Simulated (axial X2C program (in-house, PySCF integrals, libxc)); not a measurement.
# All-electron X2C curves of SnCl

Aim: find the lowest determinant of SnCl, scan the bond at several levels and fit the constants, once spin-free and once with spin–orbit coupling.

Program: an in-house X2C program for linear molecules on PySCF integrals. Level of theory: all-electron X2C, Sn dyall-cv3z, Cl dyall-av3z. These are calculated values, not measurements.

## Step 1: The job

Input file task.json:

```json
{"zs": [50, 17], "q": 0, "bas": ["dyall-cv3z", "dyall-av3z"], "levels": ["PBE0", "HF", "B3LYP"], "cc": true, "r0": 2.39, "thr": -1.0, "nmax": 90, "npts": 10, "nst": 2, "ntry": 6}
```

Keys: zs atomic numbers; q charge; bas basis sets; levels methods (HF also brings MP2); cc coupled cluster on or off; r0 starting distance in Å; thr threshold in hartree for freezing inner shells (an s shell follows its p shell); nmax most natural virtual spinors; npts points asked for on the curve; nst determinants followed; ntry starts of the search.

Command:

```sh
> python so2c.py task.json out
```

Spin-free means the one-electron spin-free X2C Hamiltonian; two-component (2c) means X2C with spin–orbit coupling and atomic mean-field two-electron Coulomb and Gaunt terms. Basis: Sn dyall-cv3z contracted to [11s12p9d4f1g], Cl dyall-av3z contracted to [9s8p3d2f]; Gaussian nuclei, density fitting. Masses: Sn 119.902 u, Cl 34.969 u.

Notation: σ, π±, δ± give the projection m of an orbital's angular momentum (0, ±1, ±2), α and β its spin, Λ and M_S the sums; ω is the projection of a spinor's total angular momentum and Ω the sum. Logs are in hartree.

The results follow Hamiltonian by Hamiltonian and level by level.

## Step 2: State search with PBE0

Determinants are compared with PBE0 at 2.390 Å.

Spin-free determinants:

| ΔE (eV) | state | open shells |
| --- | --- | --- |
| 0.00 | M_S = 1/2, Λ = 1 | beyond closed shells: π+α |
| 2.37 | M_S = 1/2, Λ = 0 | beyond closed shells: σα |
| 3.34 | M_S = 3/2, Λ = 0 | beyond closed shells: σα, π+α, π-α |
| 4.11 | M_S = 1/2, Λ = 0 | beyond closed shells: σβ, π+α, π-α |
| 4.53 | M_S = 1/2, Λ = 0 | beyond closed shells: σα, π+β, π-α |
| 4.66 | M_S = 3/2, Λ = 1 | beyond closed shells: 2 × π+α, π+β, 2 × π-α |

Two-component determinants:

```csv
ΔE (eV),state,open shells
0.00,Ω = 1/2,excess of +ω over −ω: ω = 1/2
0.30,Ω = 3/2,excess of +ω over −ω: ω = 3/2
4.26,Ω = 1/2,"excess of +ω over −ω: 2 × ω = -1/2, ω = 3/2"
4.67,Ω = 5/2,"excess of +ω over −ω: 2 × ω = 1/2, ω = 3/2"
4.76,Ω = 5/2,"excess of +ω over −ω: ω = -1/2, 2 × ω = 3/2"
4.98,Ω = 1/2,excess of +ω over −ω: ω = 1/2
5.25,Ω = 3/2,excess of +ω over −ω: ω = 3/2
```

## Step 3: PBE0, spin-free

State followed: M_S = 1/2, Λ = 1 (beyond closed shells: π+α). The scan is laid around 2.385 Å, a first estimate of the minimum, and this SCF restarts from the orbitals of the search.

Output at 2.385 Å:

```text
spin-free X2C-1e  PBE0
basis functions 191  fitting functions 958  grid points 5081
iter        total energy     max residual
   1      -6637.768796058     3.82e-01
   2      -6637.792179261     7.39e-04
   3      -6637.792184793     3.72e-04
   4      -6637.792188360     1.36e-04
   5      -6637.792188496     6.60e-05
   6      -6637.792188578     2.55e-05
   7      -6637.792188584     1.94e-05
converged
one-electron -9505.50879004  Coulomb 2873.75704733  exact exchange -47.91156416  xc functional -146.72453341  nuclear repulsion 188.59565169
```

Along the bond, energies from the lowest point:

| R (Å) | E (eV) | μ (D) | HOMO (eV) | LUMO (eV) | iterations |
| --- | --- | --- | --- | --- | --- |
| 2.075 | 0.8263 | -0.65 | -4.51 | -2.84 | 28 |
| 2.170 | 0.3285 | -1.27 | -4.67 | -3.00 | 21 |
| 2.242 | 0.1231 | -1.75 | -4.79 | -3.11 | 24 |
| 2.313 | 0.0222 | -2.22 | -4.91 | -3.22 | 20 |
| 2.385 | 0.0000 | -2.69 | -5.02 | -3.33 | 7 |
| 2.469 | 0.0471 | -3.23 | -5.16 | -3.46 | 20 |
| 2.552 | 0.1500 | -3.76 | -5.29 | -3.58 | 18 |
| 2.659 | 0.3369 | -4.42 | -5.45 | -3.73 | 19 |
| 2.790 | 0.6128 | -5.21 | -5.64 | -3.91 | 19 |
| 2.981 | 1.0506 | -6.29 | -5.89 | -4.15 | 22 |

Dipoles are positive if Cl is the positive end.

Outer orbitals at the reference distance:

| symmetry | occupied | ε (eV) | atomic character |
| --- | --- | --- | --- |
| δ+α | yes | -29.18 | 100% Sn d |
| σα | yes | -29.18 | 99% Sn d |
| δ-α | yes | -29.13 | 100% Sn d |
| σβ | yes | -29.13 | 99% Sn d |
| π+α | yes | -29.10 | 100% Sn d |
| π-α | yes | -29.08 | 100% Sn d |
| π+β | yes | -29.02 | 100% Sn d |
| π-β | yes | -29.02 | 100% Sn d |
| δ+β | yes | -29.02 | 100% Sn d |
| δ-β | yes | -29.02 | 100% Sn d |
| σα | yes | -22.22 | 84% Cl s, 6% Sn p, 5% Sn d |
| σβ | yes | -22.16 | 84% Cl s, 6% Sn p, 5% Sn d |
| σα | yes | -13.07 | 57% Sn s, 34% Cl p, 5% Cl s |
| σβ | yes | -12.43 | 51% Sn s, 41% Cl p, 4% Cl s |
| π+α | yes | -9.11 | 89% Cl p, 7% Sn p, 2% Sn d |
| π-α | yes | -8.98 | 90% Cl p, 6% Sn p, 3% Sn d |
| σα | yes | -8.94 | 51% Cl p, 24% Sn p, 19% Sn s |
| π-β | yes | -8.93 | 91% Cl p, 4% Sn p, 3% Sn d |
| π+β | yes | -8.93 | 91% Cl p, 4% Sn p, 3% Sn d |
| σβ | yes | -8.63 | 44% Cl p, 26% Sn s, 24% Sn p |
| π+α | yes | -5.02 | 84% Sn p, 8% Cl p, 5% Cl d |
| π-α | no | -3.33 | 84% Sn p, 7% Cl p, 6% Cl d |
| π-β | no | -2.49 | 85% Sn p, 6% Cl d, 6% Cl p |
| π+β | no | -2.49 | 85% Sn p, 6% Cl d, 6% Cl p |
| σα | no | -0.98 | 61% Sn p, 14% Sn d, 10% Cl p |

PBE0 fields in the half plane through the axis: z from -2.4 to 4.5 Å across, distance from the axis 0.15 to 2.25 Å upwards; Sn lies at z = 0 and Cl at z = 2.385 Å; the ELF is damped to zero where the density is low.

log10 density (e/bohr³). Ten even steps from '0' (-4.60 ) to '9' (1.82 ):
```
011122222222222222111000
112223333332222222221110
112233333333333333332210
122334444444344444433211
123344455544444555443321
223345566654455565544321
223445677765556666554322
223445789875556797654332
```

ELF. Ten even steps from ' ' (0.00 ) to '@' (0.89 ):
```
      ..--++******==::                          
    ..==**##%%%%##**--..    ..::::::::..        
  ..--++##%%%%%%%%**==......--==++++==--..      
  ..==**%%%%####**++==::..--++##%%%%##++--..    
  ::++##%%##++------::::::++%%@@@@@@@@##++::..  
  --**####==----==--::::--##@@@@@@@@@@%%**--..  
..--**##**--==%%%%%%==..==%%@@--..==@@@@##==::  
..--**##++--**==%%==**..==@@**++%%--##@@##++::  
```

Re = 2.373 Å, ωe = 347 cm⁻¹, ωexe = 1.06 cm⁻¹, Be = 0.1106 cm⁻¹, De = 3.91 eV, μ = -2.61 D.

## Step 4: HF, spin-free

The SCF at the reference distance of 2.385 Å:

```text
spin-free X2C-1e  HF
basis functions 191  fitting functions 958  grid points 5081
iter        total energy     max residual
   1      -6634.802347654     3.31e-01
   2      -6634.829103719     7.48e-03
   3      -6634.830016696     8.14e-03
   4      -6634.830121584     1.71e-03
   5      -6634.830141651     4.90e-04
   6      -6634.830146915     4.71e-04
   7      -6634.830148413     1.37e-04
   8      -6634.830148801     6.59e-05
   9      -6634.830148876     4.25e-05
  10      -6634.830148890     1.22e-05
  11      -6634.830148892     3.16e-06
  12      -6634.830148892     2.31e-06
converged
one-electron -9504.30192344  Coulomb 2872.62348166  exact exchange -191.74735880  xc functional 0.00000000  nuclear repulsion 188.59565169
```

Re = 2.389 Å, ωe = 343 cm⁻¹, ωexe = 1.06 cm⁻¹, Be = 0.1091 cm⁻¹, De = 2.56 eV, μ = -2.98 D.

## Step 5: B3LYP, spin-free

Output at 2.385 Å:

```text
spin-free X2C-1e  B3LYP
basis functions 191  fitting functions 958  grid points 5081
iter        total energy     max residual
   1      -6638.377521270     9.69e-02
   2      -6638.379286068     2.13e-03
   3      -6638.379309218     1.17e-03
   4      -6638.379314406     4.97e-04
   5      -6638.379315196     1.53e-04
   6      -6638.379315431     1.10e-04
   7      -6638.379315475     1.60e-05
   8      -6638.379315477     7.79e-06
converged
one-electron -9505.48618918  Coulomb 2873.72443777  exact exchange -38.32477970  xc functional -156.88843605  nuclear repulsion 188.59565169
```

Re = 2.401 Å, ωe = 332 cm⁻¹, ωexe = 1.04 cm⁻¹, Be = 0.108 cm⁻¹, De = 3.87 eV, μ = -2.81 D.

## Step 6: Correlated methods, spin-free

Correlated methods: 11 electrons correlated (frozen shells, counted by type: Sn 4 s, 3 p, 2 d; Cl 2 s, 1 p), 257 virtual spinors in MP2, 90 natural virtuals in coupled cluster.

Output of the correlated part at 2.385 Å:

```text
correlated 11  virtual 257  natural virtual 90  E(MP2) -0.258146517  MP2 remainder -0.008524103
iter   CCSD correlation   residual
   1     -0.267239295   1.13e-01
   2     -0.274378513   4.16e-02
   3     -0.275425108   1.59e-02
   4     -0.275399178   5.77e-03
   5     -0.275436671   1.65e-03
   6     -0.275439405   6.33e-04
   7     -0.275439242   2.31e-04
   8     -0.275441840   8.76e-05
   9     -0.275441002   2.78e-05
  10     -0.275440856   8.02e-06
  11     -0.275440740   2.97e-06
  12     -0.275440724   1.14e-06
(T) -0.011913980  T1 0.0180  D1 0.0296  max T2 0.070
```

T1 in the output is the amplitude norm over the root of the electron number; divide by √2 for the Lee–Taylor value.

MP2: Re = 2.387 Å, ωe = 346 cm⁻¹, Be = 0.1092 cm⁻¹, De = 3.92 eV.

CCSD: Re = 2.390 Å, ωe = 344 cm⁻¹, ωexe = 1.02 cm⁻¹, Be = 0.109 cm⁻¹, De = 3.66 eV. T1 at Re = 0.013 (Lee–Taylor, the printed value over √2).

CCSD(T): Re = 2.394 Å, ωe = 342 cm⁻¹, ωexe = 1.01 cm⁻¹, Be = 0.1087 cm⁻¹, De = 3.77 eV. T1 at Re = 0.013 (Lee–Taylor, the printed value over √2).

## Step 7: A higher determinant, spin-free

State: M_S = 1/2, Λ = 0 (beyond closed shells: σα).

Output at the reference distance:

```text
spin-free X2C-1e  PBE0
basis functions 191  fitting functions 958  grid points 5081
iter        total energy     max residual
   1      -6637.680648882     3.93e-01
   2      -6637.704804624     7.46e-04
   3      -6637.704810298     4.80e-04
   4      -6637.704815396     1.18e-04
   5      -6637.704815437     9.83e-05
   6      -6637.704815634     2.87e-05
   7      -6637.704815640     2.83e-05
   8      -6637.704815645     2.06e-06
converged
one-electron -9504.12442737  Coulomb 2872.44466520  exact exchange -47.90443296  xc functional -146.71627221  nuclear repulsion 188.59565169
```

| R (Å) | E above the lowest PBE0 point (eV) |
| --- | --- |
| 2.075 | 3.807 |
| 2.170 | 3.154 |
| 2.242 | 2.808 |
| 2.313 | 2.556 |
| 2.385 | 2.378 |
| 2.469 | 2.244 |
| 2.552 | 2.172 |
| 2.659 | 2.149 |
| 2.790 | 2.195 |

No constants are quoted: too few points lie around the minimum for a second fit to confirm the first.

## Step 8: The spin-free curves together

Energy (eV) of the followed determinant, spin-free, from each level's lowest point:

| R (Å) | PBE0 | HF | MP2 | CCSD | CCSD(T) | B3LYP |
| --- | --- | --- | --- | --- | --- | --- |
| 2.075 | 0.826 | 0.927 | 0.924 | n/a | n/a | 0.942 |
| 2.170 | 0.328 | 0.387 | 0.384 | 0.392 | 0.401 | 0.405 |
| 2.242 | 0.123 | 0.157 | 0.155 | 0.160 | 0.166 | 0.172 |
| 2.313 | 0.022 | 0.037 | 0.036 | 0.039 | 0.042 | 0.046 |
| 2.385 | 0.000 | 0.000 | 0.000 | 0.000 | 0.000 | 0.000 |
| 2.469 | 0.047 | 0.033 | 0.035 | 0.032 | 0.029 | 0.022 |
| 2.552 | 0.150 | 0.125 | 0.130 | 0.124 | 0.118 | 0.101 |
| 2.659 | 0.337 | 0.300 | 0.311 | 0.301 | 0.292 | 0.261 |
| 2.790 | 0.613 | 0.566 | 0.585 | n/a | n/a | 0.507 |
| 2.981 | 1.051 | 0.995 | 1.028 | n/a | n/a | 0.908 |

## Step 9: PBE0, 2c

State followed: Ω = 1/2 (excess of +ω over −ω: ω = 1/2). The scan is laid around 2.385 Å, a first estimate of the minimum, and this SCF restarts from the orbitals of the search.

Output at 2.385 Å:

```text
two-component X2C + atomic mean field  PBE0
basis functions 191  fitting functions 958  grid points 5081
iter        total energy     max residual
   1      -6635.100150817     3.30e-01
   2      -6635.123794395     7.40e-04
   3      -6635.123799871     3.75e-04
   4      -6635.123803074     1.18e-04
   5      -6635.123803214     6.06e-05
   6      -6635.123803281     2.59e-05
   7      -6635.123803287     1.55e-05
converged
one-electron -9498.02640411  Coulomb 2872.43699720  exact exchange -47.88582236  xc functional -146.64941602  nuclear repulsion 188.59565169  atomic mean-field constant -3.59480968
```

Along the bond, energies from the lowest point:

| R (Å) | E (eV) | μ (D) | HOMO (eV) | LUMO (eV) | iterations |
| --- | --- | --- | --- | --- | --- |
| 2.075 | 0.8401 | -0.70 | -4.62 | -2.68 | 27 |
| 2.170 | 0.3379 | -1.33 | -4.79 | -2.83 | 21 |
| 2.242 | 0.1293 | -1.80 | -4.91 | -2.94 | 22 |
| 2.313 | 0.0253 | -2.27 | -5.03 | -3.05 | 21 |
| 2.385 | 0.0000 | -2.74 | -5.15 | -3.16 | 7 |
| 2.469 | 0.0436 | -3.28 | -5.28 | -3.28 | 21 |
| 2.552 | 0.1429 | -3.81 | -5.41 | -3.40 | 19 |
| 2.659 | 0.3253 | -4.48 | -5.58 | -3.55 | 20 |
| 2.790 | 0.5958 | -5.28 | -5.77 | -3.72 | 22 |
| 2.981 | 1.0258 | -6.37 | -6.02 | -3.96 | 24 |

Dipoles are positive if Cl is the positive end.

Outer spinors at the reference distance:

| ω | occupied | ε (eV) | atomic character | λ mixture |
| --- | --- | --- | --- | --- |
| 3/2 | yes | -29.68 | 100% Sn d | 84% δ, 16% π |
| 1/2 | yes | -29.65 | 99% Sn d | 59% π, 41% σ |
| -1/2 | yes | -29.62 | 99% Sn d | 52% π, 48% σ |
| -3/2 | yes | -29.57 | 100% Sn d | 78% δ, 22% π |
| -5/2 | yes | -28.66 | 100% Sn d | 100% δ |
| 1/2 | yes | -28.65 | 99% Sn d | 59% σ, 41% π |
| -1/2 | yes | -28.64 | 99% Sn d | 52% σ, 48% π |
| -3/2 | yes | -28.60 | 100% Sn d | 78% π, 22% δ |
| 3/2 | yes | -28.57 | 100% Sn d | 84% π, 16% δ |
| 5/2 | yes | -28.54 | 100% Sn d | 100% δ |
| -1/2 | yes | -22.19 | 84% Cl s, 6% Sn p, 5% Sn d | 100% σ |
| 1/2 | yes | -22.13 | 84% Cl s, 6% Sn p, 5% Sn d | 100% σ |
| -1/2 | yes | -13.03 | 57% Sn s, 34% Cl p, 4% Cl s | 100% σ |
| 1/2 | yes | -12.39 | 50% Sn s, 41% Cl p, 4% Cl s | 100% σ |
| 1/2 | yes | -9.12 | 89% Cl p, 7% Sn p, 2% Sn d | 100% π |
| -1/2 | yes | -8.95 | 81% Cl p, 9% Sn p, 5% Sn s | 74% π, 26% σ |
| -3/2 | yes | -8.91 | 90% Cl p, 6% Sn p, 3% Sn d | 100% π |
| -1/2 | yes | -8.89 | 61% Cl p, 20% Sn p, 14% Sn s | 73% σ, 27% π |
| 3/2 | yes | -8.85 | 91% Cl p, 4% Sn p, 3% Sn d | 100% π |
| 1/2 | yes | -8.60 | 44% Cl p, 27% Sn s, 24% Sn p | 100% σ |
| 1/2 | yes | -5.15 | 83% Sn p, 8% Cl p, 5% Cl d | 100% π |
| -3/2 | no | -3.16 | 85% Sn p, 7% Cl p, 6% Cl d | 100% π |
| -1/2 | no | -2.60 | 85% Sn p, 6% Cl p, 6% Cl d | 99% π, 1% σ |
| 3/2 | no | -2.32 | 85% Sn p, 6% Cl d, 6% Cl p | 100% π |
| -1/2 | no | -0.94 | 61% Sn p, 14% Sn d, 10% Cl p | 99% σ, 1% π |

PBE0 fields in the half plane through the axis: z from -2.4 to 4.5 Å across, distance from the axis 0.15 to 2.25 Å upwards; Sn lies at z = 0 and Cl at z = 2.385 Å; the ELF is damped to zero where the density is low.

log10 density (e/bohr³). Ten even steps from '0' (-4.59 ) to '9' (1.82 ):
```
011122222222222222111000
112223333332222222221110
112233333333333333332210
122334444444344444433211
123344455544444555443321
223345566654455565544321
223445677765556666554322
223445689865556797654332
```

ELF. Ten even steps from ' ' (0.00 ) to '@' (0.89 ):
```
      ..--++******==::                          
    ..==**##%%%%##**--..    ..::::::::..        
  ..--++##%%%%%%%%**==......--==++++==--..      
  ..==##%%%%####**++==::..--**##%%%%##++--..    
  ::++##%%##++--------::::++%%@@@@@@@@##++::..  
  --**####==----==--::::--##@@@@@@@@@@%%**--..  
..--**##**--==%%%%%%==..==%%@@--..==@@@@##==::  
..--**##++--**==%%==**..==@@**++%%--##@@##++::  
```

Re = 2.377 Å, ωe = 344 cm⁻¹, ωexe = 1.06 cm⁻¹, Be = 0.1102 cm⁻¹, De = 4.01 eV, μ = -2.69 D.

## Step 10: HF, 2c

Output at 2.385 Å:

```text
two-component X2C + atomic mean field  HF
basis functions 191  fitting functions 958  grid points 5081
iter        total energy     max residual
   1      -6632.131854357     3.76e-01
   2      -6632.158534522     7.46e-03
   3      -6632.159443062     9.20e-03
   4      -6632.159547233     1.76e-03
   5      -6632.159567535     4.95e-04
   6      -6632.159573017     5.36e-04
   7      -6632.159574561     1.62e-04
   8      -6632.159574944     6.45e-05
   9      -6632.159575015     4.72e-05
  10      -6632.159575029     1.20e-05
  11      -6632.159575031     3.77e-06
  12      -6632.159575032     2.86e-06
converged
one-electron -9496.82268477  Coulomb 2871.30621804  exact exchange -191.64395031  xc functional 0.00000000  nuclear repulsion 188.59565169  atomic mean-field constant -3.59480968
```

Re = 2.393 Å, ωe = 341 cm⁻¹, ωexe = 1.07 cm⁻¹, Be = 0.1087 cm⁻¹, De = 2.57 eV, μ = -3.06 D.

## Step 11: B3LYP, 2c

Output at 2.385 Å:

```text
two-component X2C + atomic mean field  B3LYP
basis functions 191  fitting functions 958  grid points 5081
iter        total energy     max residual
   1      -6635.709511888     9.70e-02
   2      -6635.711273802     2.13e-03
   3      -6635.711296992     1.18e-03
   4      -6635.711302321     4.99e-04
   5      -6635.711303095     1.50e-04
   6      -6635.711303326     1.09e-04
   7      -6635.711303370     1.63e-05
   8      -6635.711303372     7.46e-06
converged
one-electron -9498.00569734  Coulomb 2872.40636675  exact exchange -38.30420913  xc functional -156.80860567  nuclear repulsion 188.59565169  atomic mean-field constant -3.59480968
```

Re = 2.405 Å, ωe = 329 cm⁻¹, ωexe = 1.05 cm⁻¹, Be = 0.1077 cm⁻¹, De = 3.91 eV, μ = -2.89 D.

## Step 12: MP2 and beyond, 2c

Correlated methods: 11 electrons correlated (frozen shells, counted by type: Sn 4 s, 3 p, 2 d; Cl 2 s, 1 p), 257 virtual spinors in MP2, 90 natural virtuals in coupled cluster.

Output of the correlated part at 2.385 Å:

```text
correlated 11  virtual 257  natural virtual 90  E(MP2) -0.257804654  MP2 remainder -0.008523522
iter   CCSD correlation   residual
   1     -0.266873237   1.12e-01
   2     -0.273960465   4.08e-02
   3     -0.274968310   1.54e-02
   4     -0.274943117   5.58e-03
   5     -0.274979772   1.62e-03
   6     -0.274982542   6.36e-04
   7     -0.274982555   2.38e-04
   8     -0.274985129   9.41e-05
   9     -0.274984245   3.74e-05
  10     -0.274984119   1.94e-05
  11     -0.274983917   1.10e-05
  12     -0.274983939   5.26e-06
  13     -0.274983951   2.21e-06
(T) -0.011842573  T1 0.0178  D1 0.0296  max T2 0.069
```

MP2: Re = 2.391 Å, ωe = 344 cm⁻¹, Be = 0.1089 cm⁻¹, De = 3.99 eV.

CCSD: Re = 2.394 Å, ωe = 342 cm⁻¹, ωexe = 1.02 cm⁻¹, Be = 0.1087 cm⁻¹, De = 3.54 eV. T1 at Re = 0.013 (Lee–Taylor, the printed value over √2).

CCSD(T): Re = 2.397 Å, ωe = 340 cm⁻¹, ωexe = 1.02 cm⁻¹, Be = 0.1084 cm⁻¹, De = 3.63 eV. T1 at Re = 0.013 (Lee–Taylor, the printed value over √2).

## Step 13: A higher determinant, 2c

State: Ω = 3/2 (excess of +ω over −ω: ω = 3/2).

Output at the reference distance:

```text
two-component X2C + atomic mean field  PBE0
basis functions 191  fitting functions 958  grid points 5081
iter        total energy     max residual
   1      -6635.089035597     3.30e-01
   2      -6635.112683467     7.40e-04
   3      -6635.112688964     3.76e-04
   4      -6635.112692226     1.18e-04
   5      -6635.112692363     6.02e-05
   6      -6635.112692435     2.62e-05
   7      -6635.112692442     1.68e-05
converged
one-electron -9497.71207199  Coulomb 2872.12646200  exact exchange -47.88400509  xc functional -146.64391937  nuclear repulsion 188.59565169  atomic mean-field constant -3.59480968
```

| R (Å) | E above the lowest PBE0 point (eV) |
| --- | --- |
| 2.075 | 1.122 |
| 2.170 | 0.627 |
| 2.242 | 0.423 |
| 2.313 | 0.323 |
| 2.385 | 0.302 |
| 2.469 | 0.351 |
| 2.552 | 0.455 |
| 2.659 | 0.644 |
| 2.790 | 0.921 |

Re = 2.371 Å, ωe = 348 cm⁻¹, ωexe = 1.06 cm⁻¹, Be = 0.1107 cm⁻¹, μ = -2.53 D. Te = 0.30 eV.

## Step 14: The 2c curves together

Energy (eV) of the followed determinant, 2c, from each level's lowest point:

| R (Å) | PBE0 | HF | MP2 | CCSD | CCSD(T) | B3LYP |
| --- | --- | --- | --- | --- | --- | --- |
| 2.075 | 0.840 | 0.941 | 0.938 | n/a | n/a | 0.957 |
| 2.170 | 0.338 | 0.396 | 0.394 | 0.401 | 0.410 | 0.415 |
| 2.242 | 0.129 | 0.164 | 0.161 | 0.166 | 0.172 | 0.179 |
| 2.313 | 0.025 | 0.041 | 0.039 | 0.042 | 0.045 | 0.049 |
| 2.385 | 0.000 | 0.000 | 0.000 | 0.000 | 0.000 | 0.000 |
| 2.469 | 0.044 | 0.029 | 0.032 | 0.029 | 0.026 | 0.018 |
| 2.552 | 0.143 | 0.117 | 0.123 | 0.117 | 0.112 | 0.094 |
| 2.659 | 0.325 | 0.288 | 0.299 | 0.290 | 0.281 | 0.248 |
| 2.790 | 0.596 | 0.548 | 0.568 | n/a | n/a | 0.489 |
| 2.981 | 1.026 | 0.967 | 1.005 | n/a | n/a | 0.881 |

Time for the job: 2.9 min (1 thread of Arm Neoverse V1, shared host); peak memory 0.71 GiB.

## Step 15: What came out

Lowest determinant that the search found at its distance, spin-free: M_S = 1/2, Λ = 1 (beyond closed shells: π+α).

Lowest determinant that the search found at its distance, 2c: Ω = 1/2 (excess of +ω over −ω: ω = 1/2).

```csv
Hamiltonian,level,Re (Å),ωe (cm⁻¹),De (eV),μ (D)
spin-free,PBE0,2.373,347,3.91,-2.61
spin-free,HF,2.389,343,2.56,-2.98
spin-free,MP2,2.387,346,3.92,n/a
spin-free,CCSD,2.390,344,3.66,n/a
spin-free,CCSD(T),2.394,342,3.77,n/a
spin-free,B3LYP,2.401,332,3.87,-2.81
2c,PBE0,2.377,344,4.01,-2.69
2c,HF,2.393,341,2.57,-3.06
2c,MP2,2.391,344,3.99,n/a
2c,CCSD,2.394,342,3.54,n/a
2c,CCSD(T),2.397,340,3.63,n/a
2c,B3LYP,2.405,329,3.91,-2.89
```

Dipoles are positive if Cl is the positive end.

Time per point (s) on 1 thread of Arm Neoverse V1, shared host (2c runs; CCSD comes with the CCSD(T) run); the times are rough: PBE0 1.4, HF 1.2, MP2 1.4, CCSD(T) 5.3, B3LYP 1.5.

What this shows: At CCSD(T), going from spin-free to two-component changes Re by +3 mÅ, ωe by -0.7 %; the spin-free picture holds up (part of it comes from the scalar share of the two-electron terms). De moves by -0.14 eV; both De rest on single-determinant atoms, which can miss part of an open shell's spin–orbit lowering.

De refers to Sn + Cl, each in the lowest determinant found, which need not be this curve's own limit. The state is a single determinant with fixed occupations, the lowest that a limited PBE0 search found. De is counted from the lowest determinant-based energies of the atoms at the same level, without counterpoise correction. Density functionals use the spin component along the axis (collinear). CCSD and (T) use frozen natural virtuals with an MP2 correction for the truncation. With the outer-core shells frozen, correlated bond lengths of heavy atoms tend to come out a few hundredths of an ångström too long.
